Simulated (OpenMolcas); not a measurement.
**SiH3Br (SMILES [SiH3]Br): levels of theory compared**

Wanted: a comparison of 6 runs (HF/def2-TZVP, M06-2X/def2-TZVP, PBE/def2-TZVP, SVWN5/def2-TZVP, r2SCAN/def2-TZVP, revPBE/def2-TZVP) of SiH3Br. 

The calculation is run with OpenMolcas 26.06.

## 1. The molecule

SiH3Br: 5 atoms, total charge 0, spin state singlet. SMILES: `[SiH3]Br`. The shape is that of a PBE0-D4/def2-TZVP optimisation.

Bond lengths: Si1–Br2 2.219 Å, Si1–H3 1.481 Å, Si1–H4 1.481 Å, Si1–H5 1.481 Å. Angles: Br2–Si1–H3 108.4°, Br2–Si1–H4 108.4°, Br2–Si1–H5 108.4°, H3–Si1–H4 110.5°, H3–Si1–H5 110.5°, H4–Si1–H5 110.5°.

## 2. Energy and forces at HF/def2-TZVP (run 1)

Contents of test.inp:

```
* BrH3Si Hartree-Fock
>>> EXPORT MOLCAS_PRINT=2
&gateway
baslib = $CurrDir
coord
5
angstrom
Si      -0.147420       0.056100      -0.043220
Br       1.853020      -0.705130       0.543250
H       -1.064550      -0.105170       1.107850
H       -0.625550      -0.731350      -1.202270
H       -0.015510       1.485560      -0.405610
basis = def2-TZVP
group = NoSym
&seward
&scf
thresholds = 1e-10 1e-07 1e-07 1e-05
prorbitals = 1
&alaska
```

The basis set def2-TZVP is read from a file made from the Basis Set Exchange's data (not shown).

The run is started by

```console
$ export MOLCAS_MEM=1860
$ pymolcas test.inp > test.log
```

Log:

```text
--- Start Module: gateway ---
[...]
--- Stop Module: gateway /rc=_RC_ALL_IS_WELL_ ---
[...]
      Basis functions          103
[...]
--- Start Module: scf ---
[...]
       Convergence after  11 Iterations
[...]
::    Total SCF energy                              -2863.1488716200
[...]
      Total spin, S                                     0.0000000000
[...]
      Total electronic charge=   52.000000
      Total            charge=   -0.000000
[...]
      Dipole Moment (debye):
      Origin of the operator (angstrom)=    1.2773   -0.4860    0.3745
                   X= -1.3663E+00               Y=  5.1992E-01               Z= -4.0056E-01           Total=  1.5157E+00
      Quadrupole Moment (debye*angstrom):
[...]
--- Stop Module: scf /rc=_RC_ALL_IS_WELL_ ---
[...]
--- Start Module: alaska ---
[...]
 *              Molecular gradients               *
 **************************************************
  Irreducible representation: a
 ------------------------------------------------------------------------------------------
                              X                       Y                       Z
 ------------------------------------------------------------------------------------------
  SI1               7.42666088709854E-03   -2.82527905773122E-03    2.17542964935369E-03
  BR2              -3.07473725181850E-03    1.17011545627577E-03   -9.01606587913051E-04
  H3               -3.10036870842811E-03   -5.17034150752771E-04    3.81270415753221E-03
  H4               -1.63981191857943E-03   -2.59883397667027E-03   -3.86746181193764E-03
  H5                3.88256991841973E-04    4.77103172886295E-03   -1.21906540703720E-03
 ------------------------------------------------------------------------------------------
--- Stop Module: alaska /rc=_RC_ALL_IS_WELL_ ---
[...]
```

Run time: 15 s. Hardware: 1 thread of Arm Neoverse V1, shared host; peak memory 0.58 GiB.

## 3. Energy and gradient at M06-2X/def2-TZVP (run 2)

Contents of test.input:

```
&GATEWAY
BasLib = $CurrDir
Coord
5
angstrom
Si      -0.147420       0.056100      -0.043220
Br       1.853020      -0.705130       0.543250
H       -1.064550      -0.105170       1.107850
H       -0.625550      -0.731350      -1.202270
H       -0.015510       1.485560      -0.405610
Basis = def2-TZVP
Group = NoSym
&SEWARD
GridInput
Grid=UltraFine
End of Grid
&SCF
KSDFT = M062X
Thresholds = 1e-10 1e-07 1e-07 1e-05
PrOrbitals = 0
&ALASKA
```

The basis set def2-TZVP is read from a file made from the Basis Set Exchange's data (not shown).

The run is started by

```console
$ export MOLCAS_MEM=1860
$ pymolcas test.input > test.log
```

Log:

```text
--- Start Module: gateway ---
[...]
--- Stop Module: gateway /rc=_RC_ALL_IS_WELL_ ---
[...]
      Basis functions          103
[...]
--- Start Module: scf ---
[...]
       Convergence after  14 Iterations
[...]
::    Total KS-DFT energy                           -2865.5060707674
[...]
      Total spin, S                                     0.0000000000
[...]
      Total electronic charge=   52.000000
      Total            charge=   -0.000000
[...]
      Dipole Moment (debye):
      Origin of the operator (angstrom)=    1.2773   -0.4860    0.3745
                   X= -1.2972E+00               Y=  4.9372E-01               Z= -3.8023E-01           Total=  1.4391E+00
      Quadrupole Moment (debye*angstrom):
[...]
--- Stop Module: scf /rc=_RC_ALL_IS_WELL_ ---
[...]
--- Start Module: alaska ---
[...]
 *              Molecular gradients               *
 **************************************************
  Irreducible representation: a
 ------------------------------------------------------------------------------------------
                              X                       Y                       Z
 ------------------------------------------------------------------------------------------
  SI1               4.98172297380250E-03   -1.93420051889959E-03    1.49248586602901E-03
  BR2              -1.29824465031092E-03    4.99695674335499E-04   -3.79637684483569E-04
  H3               -2.42209203242716E-03   -2.83093313858840E-04    2.62262411725001E-03
  H4               -1.35333945989702E-03   -1.73586260812408E-03   -2.81007201217509E-03
  H5                9.19531686460751E-05    3.45346076653996E-03   -9.25400286647005E-04
 ------------------------------------------------------------------------------------------
--- Stop Module: alaska /rc=_RC_ALL_IS_WELL_ ---
[...]
```

Wall time 50 s (1 thread of Arm Neoverse V1, shared host); peak memory 0.58 GiB.

Runs 3 to 5 aren't shown in full; the table further down has their settings and results.

## 4. Energy and gradient at revPBE/def2-TZVP (run 6)

Contents of calc.inp:

```
* BrH3Si Kohn-Sham DFT

&GATEWAY
 BasLib=$CurrDir
 Coord
 5
 angstrom
 Si      -0.147420       0.056100      -0.043220
 Br       1.853020      -0.705130       0.543250
 H       -1.064550      -0.105170       1.107850
 H       -0.625550      -0.731350      -1.202270
 H       -0.015510       1.485560      -0.405610
 Basis=def2-TZVP
 Group=NoSym

&SEWARD
 GridInput
 Grid=UltraFine
 End of Grid

&SCF
 KSDFT=revPBE
 Thresholds=1e-10 1e-07 1e-07 1e-05
 PrOrbitals=1 1

&ALASKA
```

The basis set def2-TZVP is read from a file made from the Basis Set Exchange's data (not shown).

The run is started by

```console
$ export MOLCAS_MEM=1860
$ pymolcas calc.inp > calc.log
```

Log:

```text
--- Start Module: gateway ---
[...]
--- Stop Module: gateway /rc=_RC_ALL_IS_WELL_ ---
[...]
      Basis functions          103
[...]
--- Start Module: scf ---
[...]
       Convergence after  13 Iterations
[...]
::    Total KS-DFT energy                           -2865.2115444428
[...]
      Total spin, S                                     0.0000000000
[...]
      Total electronic charge=   52.000000
      Total            charge=   -0.000000
[...]
      Dipole Moment (debye):
      Origin of the operator (angstrom)=    1.2773   -0.4860    0.3745
                   X= -1.0542E+00               Y=  4.0116E-01               Z= -3.0907E-01           Total=  1.1695E+00
      Quadrupole Moment (debye*angstrom):
[...]
--- Stop Module: scf /rc=_RC_ALL_IS_WELL_ ---
[...]
--- Start Module: alaska ---
[...]
 *              Molecular gradients               *
 **************************************************
  Irreducible representation: a
 ------------------------------------------------------------------------------------------
                              X                       Y                       Z
 ------------------------------------------------------------------------------------------
  SI1               2.10220675017680E-03   -8.03890154481124E-04    6.15384598996904E-04
  BR2              -6.80422649653778E-03    2.58893945708927E-03   -1.99509738070347E-03
  H3                2.89438731038949E-03    2.67779844341454E-04   -2.95450581794210E-03
  H4                1.72147116094079E-03    1.94262881504992E-03    3.23322836290041E-03
  H5                8.61612748997431E-05   -3.99545796198542E-03    1.10099023674559E-03
 ------------------------------------------------------------------------------------------
--- Stop Module: alaska /rc=_RC_ALL_IS_WELL_ ---
[...]
```

Run time: 39 s. Hardware: 1 thread of Arm Neoverse V1, shared host; peak memory 0.58 GiB.

## 5. All runs side by side

| run | level | integration grid | energy (Eh) | dipole moment (D) | HOMO energy (eV) | LUMO energy (eV) | wall time |
| --- | --- | --- | --- | --- | --- | --- | --- |
| 1 | HF/def2-TZVP | – | -2863.148872 | 1.52 | -11.42 | 2.84 | 15 s |
| 2 | M06-2X/def2-TZVP | UltraFine | -2865.506071 | 1.44 | -9.65 | 0.51 | 50 s |
| 3 | PBE/def2-TZVP | UltraFine | -2864.948375 | 1.19 | -7.21 | -1.24 | 35 s |
| 4 | SVWN5/def2-TZVP | UltraFine | -2860.758367 | 1.28 | -7.32 | -1.49 | 28 s |
| 5 | r2SCAN/def2-TZVP | UltraFine | -2865.450884 | 1.26 | -7.54 | -0.83 | 54 s |
| 6 | revPBE/def2-TZVP | UltraFine | -2865.211544 | 1.17 | -7.17 | -1.13 | 39 s |

## 6. Outcome

| quantity | value |
| --- | --- |
| run 6: total energy | -2865.21154 Eh |
| run 6: dipole moment | 1.17 D |
| run 6: HOMO energy | -7.17 eV |
| run 6: LUMO energy | -1.13 eV |
| run 6: HOMO–LUMO gap | 6.04 eV |
| run 6: largest force on an atom | 0.388 eV/Å |

**Reading.** The dipole moment (its size) runs from 1.17 D (revPBE/def2-TZVP) to 1.52 D (HF/def2-TZVP). The HOMO–LUMO gap runs from 5.82 eV (SVWN5/def2-TZVP) to 14.26 eV (HF/def2-TZVP). Exact exchange widens orbital gaps. Totals of different functionals can't be ranked against each other. All runs together took 3.7 min, the longest 54 s.
